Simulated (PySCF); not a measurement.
**GeS(OH)2: structure of the singlet**

Where does singlet GeS(OH)2 go from a PBE0 minimum start, is the end point a minimum, and what are its modes, charges and moments?

Method: PBE0, basis Ge def2-SVP, S def2-SVP, O def2-SVP, H def2-SVP, no relativity, density fitting; program: PySCF 2.14.0.

## 1. Where the work starts

6 atoms, charge 0, spin multiplicity 1.

Bond lengths: Ge1–S2 2.022 Å, Ge1–O3 1.747 Å, Ge1–O4 1.747 Å, O3–H5 0.966 Å, O4–H6 0.966 Å. Angles: S2–Ge1–O3 130.0°, S2–Ge1–O4 130.0°, O3–Ge1–O4 100.0°, Ge1–O3–H5 111.2°, Ge1–O4–H6 111.2°.

```xyz
6
charge 0 multiplicity 1
Ge   -0.1959    0.0000    0.0000
S     1.8262    0.0000    0.0000
O    -1.3187    1.3388    0.0000
O    -1.3187   -1.3388    0.0000
H    -0.8526    2.1845    0.0000
H    -0.8526   -2.1845    0.0000
```

## 2. First SCF at the start

The steps below are one call of a driver around PySCF. For each, scf.py gives the equivalent set-up of the SCF; relaxations use the driver's own optimiser. After this first run the driver tries any further starts and a stability analysis.

Contents of scf.py:

```python
from pyscf import gto, scf, dft
mol = gto.M(atom='''
Ge    -0.195940    -0.000000     0.000000
S      1.826220     0.000000    -0.000000
O     -1.318710     1.338800     0.000000
O     -1.318710    -1.338800    -0.000000
H     -0.852620     2.184530    -0.000000
H     -0.852620    -2.184530     0.000000''',
    basis={'Ge': 'def2-SVP', 'S': 'def2-SVP', 'O': 'def2-SVP', 'H': 'def2-SVP'},
    charge=0, spin=0)
mf = dft.RKS(mol, xc='PBE0')
mf.grids.atom_grid = (50, 194)
aux = {'Ge': 'def2-universal-JKFIT', 'S': 'def2-universal-JKFIT', 'O': 'def2-universal-JKFIT', 'H': 'def2-universal-JKFIT'}
mf = mf.density_fit(auxbasis=aux)
mf.conv_tol = 1e-08
mf.diis_space = 10
mf.max_cycle = 60
mf.init_guess = 'minao'
mf.verbose = 4
mf.kernel()
```

On the command line:

```
$ OMP_NUM_THREADS=2 python axn.py task.json out
```

What it wrote:

```text
init E= -2625.57948819091
  HOMO = -0.313182669775399  LUMO = -0.104066138562838  gap/eV = 5.69035
cycle= 1 E= -2625.63233332282  delta_E= -0.0528  |g|= 1.05  |ddm|= 2.82
  HOMO = -0.217047813449123  LUMO = -0.0378371966478257  gap/eV = 4.87657
cycle= 2 E= -2625.24646184469  delta_E= 0.386  |g|= 1.76  |ddm|= 2.19
  HOMO = -0.241867509165618  LUMO = -0.0397471341683637  gap/eV = 5.49998
cycle= 3 E= -2625.83977762146  delta_E= -0.593  |g|= 0.138  |ddm|= 1.44
  HOMO = -0.274790811006985  LUMO = -0.0434888836848248  gap/eV = 6.29405
cycle= 4 E= -2625.84289558526  delta_E= -0.00312  |g|= 0.0978  |ddm|= 0.285
  HOMO = -0.267331468769755  LUMO = -0.0463481339534035  gap/eV = 6.01326
cycle= 5 E= -2625.84576398807  delta_E= -0.00287  |g|= 0.0156  |ddm|= 0.132
  HOMO = -0.265444406213273  LUMO = -0.0440097575195049  gap/eV = 6.02554
cycle= 6 E= -2625.84582545545  delta_E= -6.15e-05  |g|= 0.00284  |ddm|= 0.0205
  HOMO = -0.265562864441001  LUMO = -0.0440708016588514  gap/eV = 6.02711
cycle= 7 E= -2625.84582668225  delta_E= -1.23e-06  |g|= 0.000742  |ddm|= 0.00225
  HOMO = -0.265488581540173  LUMO = -0.0440859482120675  gap/eV = 6.02467
cycle= 8 E= -2625.84582685978  delta_E= -1.78e-07  |g|= 0.000144  |ddm|= 0.00107
  HOMO = -0.265495944360849  LUMO = -0.0440811901405125  gap/eV = 6.02500
cycle= 9 E= -2625.84582686617  delta_E= -6.39e-09  |g|= 3.3e-05  |ddm|= 0.000212
  HOMO = -0.265505903225015  LUMO = -0.0440833212970597  gap/eV = 6.02522
Extra cycle  E= -2625.84582686604  delta_E= 1.31e-10  |g|= 4.57e-05  |ddm|= 7.61e-05
converged SCF energy = -2625.84582686604
```

This step, with its further starts and checks, took 11 s on 2 threads of Arm Neoverse N1, shared host.

The test of internal stability found no lower closed-shell solution.

## 3. Relaxation: PBE0 minimum start, singlet

The program finds C2v symmetry in the start, which this walk keeps. Threshold on the gradient: 0.0003 Eh/bohr, with a further test on the energy change.

Changes to scf.py since step 2:

```diff
@@ -3,2 +3,2 @@
-Ge    -0.195940    -0.000000     0.000000
-S      1.826220     0.000000    -0.000000
+Ge    -0.195940     0.000000     0.000000
+S      1.826220     0.000000     0.000000
@@ -6,2 +6,2 @@
-O     -1.318710    -1.338800    -0.000000
-H     -0.852620     2.184530    -0.000000
+O     -1.318710    -1.338800     0.000000
+H     -0.852620     2.184530     0.000000
@@ -18 +17,0 @@
-mf.init_guess = 'minao'
```

Steps of the walk:

```
step   energy (Eh)  change (kJ/mol)  largest symmetric gradient (Eh/bohr)
   0  -2625.845827             0.00                               0.00041
   1  -2625.845828             0.00                               0.00017
```

The walk took 5.6 s.

It settles in C2v symmetry, 0.0 kJ/mol below the start, after 1 steps: Ge–O 1.747 Å (×2), Ge–S 2.022 Å, O–H 0.966 Å (×2); Ge–O–H 111.2° (×2), O–Ge–O 100.1°, O–Ge–S 129.9° (×2).

## 4. Frequencies

On the finer grid the gradient is checked again; gradients at displacements of ±0.02 bohr then give force constants and infrared intensities.

Changes to scf.py since step 3:

```diff
@@ -3,6 +3,6 @@
-Ge    -0.195940     0.000000     0.000000
-S      1.826220     0.000000     0.000000
-O     -1.318710     1.338800     0.000000
-O     -1.318710    -1.338800     0.000000
-H     -0.852620     2.184530     0.000000
-H     -0.852620    -2.184530     0.000000''',
+Ge    -0.196623     0.000000     0.000000
+S      1.825599     0.000000     0.000000
+O     -1.317714     1.340128     0.000000
+O     -1.317714    -1.340128     0.000000
+H     -0.850783     2.185432     0.000000
+H     -0.850783    -2.185432     0.000000''',
@@ -12 +12 @@
-mf.grids.atom_grid = (50, 194)
+mf.grids.atom_grid = (75, 302)
@@ -15 +15 @@
-mf.conv_tol = 1e-08
+mf.conv_tol = 1e-10
```

This SCF starts from the last density.

SCF at the final geometry:

```text
init E= -2625.84597215232
  HOMO = -0.265421290922458  LUMO = -0.0440907534381401  gap/eV = 6.02271
cycle= 1 E= -2625.84597215209  delta_E= 2.31e-10  |g|= 3.35e-05  |ddm|= 6.02e-05
  HOMO = -0.265413269190459  LUMO = -0.0440929256968796  gap/eV = 6.02243
cycle= 2 E= -2625.84597215117  delta_E= 9.25e-10  |g|= 6.57e-05  |ddm|= 0.000115
  HOMO = -0.265418377439686  LUMO = -0.0440914128148773  gap/eV = 6.02261
cycle= 3 E= -2625.8459721524  delta_E= -1.23e-09  |g|= 2e-06  |ddm|= 7.51e-05
  HOMO = -0.265418463992235  LUMO = -0.0440914259948495  gap/eV = 6.02262
cycle= 4 E= -2625.8459721524  delta_E= 4.55e-13  |g|= 1.13e-07  |ddm|= 1.73e-06
  HOMO = -0.265418486203222  LUMO = -0.0440914493614821  gap/eV = 6.02262
Extra cycle  E= -2625.84597215241  delta_E= -1.46e-11  |g|= 1.45e-07  |ddm|= 3.04e-07
converged SCF energy = -2625.84597215241
```

The whole step took 97 s.

Geometry: C2v; Ge–O 1.747 Å (×2), Ge–S 2.022 Å, O–H 0.966 Å (×2); Ge–O–H 111.2° (×2), O–Ge–O 100.2°, O–Ge–S 129.9° (×2).

Harmonic modes (main isotopes):

```json
{"symmetry": "b2", "ω (cm⁻¹)": "175", "IR (km/mol)": "26.7"}
{"symmetry": "b1", "ω (cm⁻¹)": "195", "IR (km/mol)": "12.9"}
{"symmetry": "a1", "ω (cm⁻¹)": "251", "IR (km/mol)": "0.4"}
{"symmetry": "a2", "ω (cm⁻¹)": "376", "IR (km/mol)": "0.0"}
{"symmetry": "b1", "ω (cm⁻¹)": "435", "IR (km/mol)": "218"}
{"symmetry": "a1", "ω (cm⁻¹)": "553", "IR (km/mol)": "8.9"}
{"symmetry": "b2", "ω (cm⁻¹)": "765", "IR (km/mol)": "123"}
{"symmetry": "a1", "ω (cm⁻¹)": "767", "IR (km/mol)": "104"}
{"symmetry": "b2", "ω (cm⁻¹)": "898", "IR (km/mol)": "64.0"}
{"symmetry": "a1", "ω (cm⁻¹)": "952", "IR (km/mol)": "202"}
{"symmetry": "b2", "ω (cm⁻¹)": "3882", "IR (km/mol)": "257"}
{"symmetry": "a1", "ω (cm⁻¹)": "3884", "IR (km/mol)": "0.4"}
```

All wavenumbers are real: a minimum.

Constants and moments:

| Property | Result |
| --- | --- |
| Dipole moment | 0.59 D |
| Highest occupied level | -7.22 eV |
| Lowest empty level | -1.20 eV |
| Rotational constants | 0.2513, 0.1013, 0.0722 cm⁻¹ |
| Zero-point energy | 78.6 kJ/mol |
| Principal polarisabilities | 28.2, 41.8, 61.7 bohr³ |
| Atomisation energy without zero-point energy | 2002 kJ/mol |
| Principal traceless quadrupole moments about the centre of mass | -14.38, 1.41, 12.98 D Å |
| Entropy at 298.15 K and 1 bar | 314.2 J/(mol K) |
| Heat capacity Cp at 298.15 K | 83.0 J/(mol K) |
| Enthalpy at 298.15 K above 0 K | 17.08 kJ/mol |
| Rotational symmetry number | 2 |

Populations by atom (charges in e):

```csv
atom,Mulliken,Löwdin,polar tensor,Mayer order to Ge1
Ge1,0.70,0.27,1.46,–
S2,-0.32,-0.13,-0.55,1.88
"O3,4",-0.40,-0.17,-0.77,1.10
"H5,6",0.21,0.10,0.31,0.03
```

Outer orbital energies (eV). occupied: -13.84, -12.51, -11.34, -10.91, -9.84, -9.67, -7.49, -7.22; empty: -1.20, -1.07, 1.19, 2.04.

Mulliken populations on Ge1: s 7.16, p 13.74, d 10.40.

## 5. Outcome

| quantity | value |
| --- | --- |
| minimum | singlet, C2v |
| geometry | Ge–O 1.747 Å (×2), Ge–S 2.022 Å, O–H 0.966 Å (×2); Ge–O–H 111.2° (×2), O–Ge–O 100.2°, O–Ge–S 129.9° (×2) |
| wavenumbers (cm⁻¹) | 175 (b2), 195 (b1), 251 (a1), 376 (a2), 435 (b1), 553 (a1), 765 (b2), 767 (a1), 898 (b2), 952 (a1), 3882 (b2), 3884 (a1) |
| dipole moment | 0.59 D |
| highest occupied, lowest empty level | -7.22, -1.20 eV |
| polar-tensor charge of Ge1 | +1.46 e |
| zero-point energy | 78.6 kJ/mol |
| entropy at 298.15 K | 314.2 J/(mol K) |
| atomisation energy (no zero-point energy) | 2002 kJ/mol |

In words: The molecule stays C2v, as typed, and the end point is a minimum. In the infrared the band at 3882 cm⁻¹ (b2) leads. Only this shape and spin were tried, so other structures or states may lie lower.

The search up to here took 1.9 min.
